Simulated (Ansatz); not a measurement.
What does this script print? It uses Ansatz's Python interface.

The script, `h8osi4.py`:
```python
import sys
import warnings

import ansatz as az
import numpy as np
import pandas as pd

warnings.simplefilter('ignore', az.DeckWarning)

geometry = (
    az.Crystal.molecule()
    .atom('O', [-0.7744, 2.4166, -0.4719])
    .atom('Si', [-0.4916, 1.0992, 0.5901])
    .atom('Si', [1.5924, 0.331, 0.3731])
    .atom('Si', [0.794, -1.5678, -0.4911])
    .atom('Si', [-1.292, -0.803, -0.2603])
    .atom('H', [-1.7532, 2.5612, -0.4331])
    .atom('H', [-0.9008, 1.3674, 1.9765])
    .atom('H', [2.2404, 0.1153, 1.675])
    .atom('H', [2.3686, 1.1045, -0.607])
    .atom('H', [1.0583, -2.7248, 0.3766])
    .atom('H', [1.1687, -1.7323, -1.9032])
    .atom('H', [-1.9543, -0.5937, -1.556])
    .atom('H', [-2.0562, -1.5735, 0.7315])
)

setup = (
    geometry.calculation()
    .basis(gaussian='cc-pVDZ')
    .functional('lc_wpbe')
    .forces()
)
print(setup.to_yaml())
try:
    r = setup.run().report
except az.AnsatzError as error:
    sys.exit(f'{type(error).__name__}: {error}')

for key in ('converged', 'free_energy_ev', 'reference_energy_ev', 'n_frozen', 'n_occupied', 'n_virtual'):
    print(f'{key:22s} {r[key]}')

field = r['mean_field']
print('<S^2> =', round(abs(field['state']['spin_squared']), 4), ' relativity:', field['relativity'])
print('passes:', field['passes'])
if 'symmetry' in field:
    print('occupied orbitals by irrep:', field['symmetry']['occupied'])

symbols = [site.symbol for site in geometry.cartesian_sites]
forces = np.array(r['forces_ev_ang'])
print('largest force', round(float(np.linalg.norm(forces, axis=1).max()), 4), 'eV/A, rms', round(float(np.sqrt((forces ** 2).mean())), 4))

charges = r['charge_distribution']
table = pd.DataFrame({'atom': symbols, 'mulliken': charges['mulliken_charges_e'], 'lowdin': charges['lowdin_charges_e']})
print(table.round(3).to_string())
print('dipole (e A):', np.round(charges['dipole_moment_e_ang'], 4) + 0.0)
```

```console
$ python h8osi4.py
crystal:
  periodic: [false, false, false]
  atoms:
    - { symbol: O, position_ang: [-0.7744, 2.4166, -0.4719] }
    - { symbol: Si, position_ang: [-0.4916, 1.0992, 0.5901] }
    - { symbol: Si, position_ang: [1.5924, 0.331, 0.3731] }
    - { symbol: Si, position_ang: [0.794, -1.5678, -0.4911] }
    - { symbol: Si, position_ang: [-1.292, -0.803, -0.2603] }
    - { symbol: H, position_ang: [-1.7532, 2.5612, -0.4331] }
    - { symbol: H, position_ang: [-0.9008, 1.3674, 1.9765] }
    - { symbol: H, position_ang: [2.2404, 0.1153, 1.675] }
    - { symbol: H, position_ang: [2.3686, 1.1045, -0.607] }
    - { symbol: H, position_ang: [1.0583, -2.7248, 0.3766] }
    - { symbol: H, position_ang: [1.1687, -1.7323, -1.9032] }
    - { symbol: H, position_ang: [-1.9543, -0.5937, -1.556] }
    - { symbol: H, position_ang: [-2.0562, -1.5735, 0.7315] }
basis:
  gaussian:
    orbitals: cc-pVDZ
hamiltonian:
  xc: lc_wpbe
output:
  forces: true

converged              True
free_energy_ev         -33676.286371546696
reference_energy_ev    -33676.286371546696
n_frozen               0
n_occupied             [36, 36]
n_virtual              [90, 90]
<S^2> = 0.0  relativity: none
passes: {'evaluations': 14, 'products': 13}
occupied orbitals by irrep: [{'A': 36}, {'A': 36}]
largest force 1.9843 eV/A, rms 0.6624
   atom  mulliken  lowdin
0     O    -0.352   0.098
1    Si     0.323  -0.029
2    Si     0.004   0.069
3    Si     0.033   0.067
4    Si    -0.029   0.050
5     H     0.173  -0.020
6     H    -0.066  -0.060
7     H    -0.015  -0.031
8     H    -0.007  -0.024
9     H    -0.015  -0.031
10    H    -0.013  -0.029
11    H    -0.014  -0.028
12    H    -0.022  -0.033
dipole (e A): [-0.2201 -0.0756  0.0911]
```

These settings explore the input space; basis and method may be short of convergence. The geometry is a force-field or estimated start, not a minimum of this method, and the basis set is short of its limit. The Löwdin charges here are taken after orthogonalising the functions within each atom; they differ from plain Löwdin charges, and their signs can be unphysical. Run time: 8.3 s on 1 thread of Arm Neoverse V2 (shared host), peak memory 0.4 GiB.

(Lines on the test bed's own set-up are left out of the output.)
